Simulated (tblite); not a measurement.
# C4H11BO3Si2: the cost of one run

Computed with tblite 0.8.0 and PySCF 2.14.0, with density-fitted response routines of our own, on a single molecule in the gas phase. Atoms are numbered from 0 throughout.

## Step 1: The starting structure

21 atoms, charge 0, multiplicity 1; geometry from: force field or distance geometry start.

Bonds of the start (Å): C0–C1 1.35, C1–Si2 1.84, Si2–B3 1.93, B3–O4 1.48, B3–O5 1.46, Si2–C6 1.88, C6–C7 1.33, C6–O8 1.40, O8–Si9 1.75, C0–H10 1.08, C0–H11 1.09, C1–H12 1.09, Si2–H13 1.47, O4–H14 0.99, O5–H15 0.99, C7–H16 1.09, C7–H17 1.08, Si9–H18 1.47, Si9–H19 1.48, Si9–H20 1.46.

## Step 2: Geometry optimisation with GFN2-xTB

Job settings and geometry (Å):

```
{"job": {"kind": "relax", "xc": "GFN2-xTB", "basis": "xTB"}, "charge": 0, "multiplicity": 1}
C      2.285100     0.291200     1.954500
C      1.252900     0.796500     1.244600
Si     0.913200     0.209000    -0.461900
B      0.618000    -1.701700    -0.526900
O      0.817400    -2.514700     0.691700
O      0.239800    -2.354400    -1.776300
C     -0.566500     1.128500    -1.169200
C     -0.373400     1.891800    -2.235200
O     -1.853800     1.065200    -0.618000
Si    -2.382000     0.062600     0.719200
H      2.920300    -0.473400     1.536100
H      2.466000     0.650800     2.962200
H      0.625400     1.564500     1.699100
H      2.086400     0.500700    -1.299400
H     -0.071400    -2.522100     1.126900
H     -0.748300    -2.342000    -1.762100
H     -1.207100     2.438200    -2.666700
H      0.592100     1.972400    -2.706100
H     -3.786200     0.361500     1.024700
H     -1.564000     0.339300     1.916400
H     -2.272900    -1.346900     0.346000
```

Command:

```sh
$ OMP_NUM_THREADS=1 python probes_run.py task.json out
```

One launch serves the whole session: the jobs run in the order shown.

Q: Estimate the wall time and peak memory of this first job on 1 thread of Arm Neoverse V1, shared host.

About 1.9 s, with a peak of 0.19 GiB.
